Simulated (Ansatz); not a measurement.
The system is NiMoIrPdW.

```
Ni Mo Pd Ir W
1.0
     2.76078    0.00000    0.00000
    -1.38039    2.39090    0.00000
     0.00000    0.00000   11.34051
Ni Mo Pd Ir W
1 1 1 1 1
Direct
  0.00000 0.00000 0.70917
  0.66667 0.33333 0.29425
  0.66667 0.33333 0.89901
  0.00000 0.00000 0.10604
  0.66667 0.33333 0.52921
```

The cell was built by a generator and needn't be a form met in nature.

Base run:

| Quantity | Value |
| --- | --- |
| Program | Ansatz 0.2.0 |
| Functional | BLYP |
| Potentials or basis | all-electron LAPW, scalar-relativistic |
| Cutoff | 282 eV (chosen from the basis error) |
| Basis error allowed | 0.002 eV/atom |
| k mesh | 8 × 8 × 2 |
| Occupations | fermi-dirac, width 0.05 eV |
| Spin | collinear spin, ferromagnetic start |
| Starting moments | [1.0, 1.0, 0.0, 0.6, 0.0] μB |

Its results: pressure 10.9 GPa; net moment 0.00 μB per cell; largest force 0.535 eV/Å.

Q: The run is repeated on the same cell with these changes: functional from BLYP to LDA. What comes out?

A: Pressure -14.0 GPa; net moment 0.00 μB per cell; largest force 0.292 eV/Å.

LDA binds more tightly than BLYP, so the same cell stands under less pressure.

Caveats: the k mesh is thin for a metal, which can move the energy by tens of meV per atom; the starting moments weren't kept.
